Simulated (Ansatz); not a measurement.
# SnP4: one candidate of a structure search

The task: take a trial cell of SnP4 to zero force and stress.

Method: DFT PBE, scalar-relativistic, plane waves, PAW, in Ansatz 0.2.0.

## 1. Starting point

It takes space group Pm-3m (No. 221, cubic). The conventional cell has a = 4.792 Å, b = 4.792 Å, c = 4.792 Å, α = 90.00°, β = 90.00°, γ = 90.00°. Sn (site symmetry m-3m) has 6 P at 2.40 Å as nearest neighbours. P (site symmetry 4/mmm) is surrounded by 2 Sn at 2.40 Å. P (site symmetry m-3m) has 12 P at 3.39 Å as nearest neighbours.

Coordinates:

```
CELL_PARAMETERS angstrom
4.79220 0.00000 0.00000
0.00000 4.79220 0.00000
0.00000 0.00000 4.79220
ATOMIC_POSITIONS crystal
Sn 0.50000 0.50000 0.50000
P 0.00000 0.50000 0.50000
P 0.50000 0.00000 0.50000
P 0.50000 0.50000 0.00000
P 0.00000 0.00000 0.00000
```

A structure generator made this guess: random cell by space group and Wyckoff sites (Pm-3m, No. 221). Lengths come from tabulated atomic sizes and are only a guess.

## 2. The guess as it stands, on a coarse mesh

The input, input.yaml:

```yaml
crystal:
  lattice:
    - [4.79220378, 0.0, 0.0]
    - [0.0, 4.79220378, 0.0]
    - [0.0, 0.0, 4.79220378]
  atoms:
    - { symbol: Sn, position: [0.5, 0.5, 0.5] }
    - { symbol: P, position: [0.0, 0.5, 0.5] }
    - { symbol: P, position: [0.5, 0.0, 0.5] }
    - { symbol: P, position: [0.5, 0.5, 0.0] }
    - { symbol: P, position: [0.0, 0.0, 0.0] }
basis:
  ecutwfc: 420
kpoints:
  mp_grid: { grid: [4, 4, 4] }
hamiltonian:
  xc: pbe
scf:
  occupations: { method: gaussian, width: 0.1 }
  lower_state_search: "off"
output:
  forces: true
  stress: true
  eigenvalues: true
```

Run with:

```
$ ansatz run input.yaml --threads 1 --pin off --max-ram 2560MiB --backend cpu --events-out ev --progress --plain --runs-dir out
```

Further runs follow: coarse relaxation; full relaxation.

Before running it: what results should come out? Wanted: conventional cell; volume; energy over the elements, grey Sn, black P; gap on the mesh.

**Answer**, as computed:

| quantity | value |
| --- | --- |
| symmetry at the end (tolerance 0.05 Å) | space group Pm-3m (No. 221) |
| conventional cell | a = 4.978 Å, b = 4.978 Å, c = 4.978 Å, α = 90.00°, β = 90.00°, γ = 90.00° |
| volume | 24.67 Å³/atom |
| energy over the elements, grey Sn, black P | +1.53 eV/atom |
| gap on the mesh | none (metal) |

In words: The space group Pm-3m (No. 221) is kept, and the volume per atom grows by 12.1 % from the first guess. With a positive formation energy it can't be a ground state. No finished test with a distortion of lower symmetry is shown, so the end may be a saddle point.
